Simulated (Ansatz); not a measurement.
# BaCaF4: the band gap up the ladder of functionals

The task here is to estimate one member of a computed series from the others.

The runs shown are made with Ansatz 0.2.0. PAW datasets, plane waves. All values are calculated for a non-magnetic cell, which may be hypothetical.

## The system as given

The cell was relaxed beforehand with r2SCAN.

It is tetragonal, P4/mmm (No. 123); a = 4.071 Å, c = 5.965 Å in the conventional setting, 16.47 Å³ an atom. Near Ba stand 8 F at 2.62 Å; near F stand 2 Ca at 2.43 Å and 2 Ba at 2.62 Å and 1 F at 2.66 Å; near Ca stand 8 F at 2.43 Å.

As a file:

```cif
data_structure
_symmetry_space_group_name_H-M 'P4/mmm'
_symmetry_Int_Tables_number 123
_cell_length_a 4.0707
_cell_length_b 4.0707
_cell_length_c 5.9647
_cell_angle_alpha 90.000
_cell_angle_beta 90.000
_cell_angle_gamma 90.000
_cell_volume 98.84
loop_
_atom_site_label
_atom_site_type_symbol
_atom_site_symmetry_multiplicity
_atom_site_Wyckoff_symbol
_atom_site_fract_x
_atom_site_fract_y
_atom_site_fract_z
_atom_site_occupancy
Ba1 Ba 1 a 0.00000 0.00000 0.00000 1
F1 F 4 i 0.00000 0.50000 0.72272 1
Ca1 Ca 1 d 0.50000 0.50000 0.50000 1
```

Set-up of the first run:

Contents of input.yaml:

```yaml
crystal:
  lattice:
    - [4.0706559646, 0.0, 0.0]
    - [0.0, 4.0706559646, 0.0]
    - [0.0, 0.0, 5.964700568]
  atoms:
    - { symbol: Ba, position: [0.0, 0.0, 0.0] }
    - { symbol: F, position: [0.0, 0.5, 0.722723845] }
    - { symbol: F, position: [0.0, 0.5, 0.277276155] }
    - { symbol: Ca, position: [0.5, 0.5, 0.5] }
    - { symbol: F, position: [0.5, 0.0, 0.277276155] }
    - { symbol: F, position: [0.5, 0.0, 0.722723845] }
kpoints:
  mp_grid: { grid: [6, 6, 4] }
  band_path:
    path:
      - [[0.0, 0.0, 0.0], [7.891936985152e-51, 0.5, 0.0], [0.5, 0.5, 0.0], [0.0, 0.0, 0.0], [0.0, 0.0, 0.5], [7.891936985152e-51, 0.5, 0.5], [0.5, 0.5, 0.5], [0.0, 0.0, 0.5]]
      - [[7.891936985152e-51, 0.5, 0.0], [7.891936985152e-51, 0.5, 0.5]]
      - [[0.5, 0.5, 0.0], [0.5, 0.5, 0.5]]
    npoints: 10
hamiltonian:
  xc: pbe
scf:
  occupations: { method: fermi_dirac, width: 0.02 }
  n_extra_bands: 5
output:
  forces: true
  stress: true
  eigenvalues: true
```

Command:

```
$ ansatz run input.yaml --threads 4 --pin off --max-ram 6451MiB --backend cpu --events-out ev --progress --plain --runs-dir out
```

Among the steps run: PBE band path; Single point with r2SCAN; HSE06; PBE+SOC at the same geometry; Single point with PBE0.

One of the session's tables, all rows but one given; the rest of the session is left out.

```
  level  gap (eV)
    PBE         ?
 r2SCAN      6.78
  HSE06      8.20
PBE+SOC      6.27
   PBE0      8.98
```

Q: Estimate the row for PBE from the others.

As computed: gap (eV): 6.28. In the column «gap (eV)» it lies between PBE+SOC (6.27) and r2SCAN (6.78).

Meshes: PBE 6×6×4, r2SCAN 6×6×4, HSE06 4×4×4, PBE+SOC 6×6×4, PBE0 4×4×4

The gap runs from 6.27 eV (PBE+SOC) to 8.98 eV (PBE0). PBE reaches 77 % of the HSE06 value, and r2SCAN 83 %. PBE0 lies 0.77 eV above HSE06, which differs from it by screening the long-range exchange.

Limits of these values: Warnings in the runs' records: stress exchange threshold loose, stress scf threshold loose.
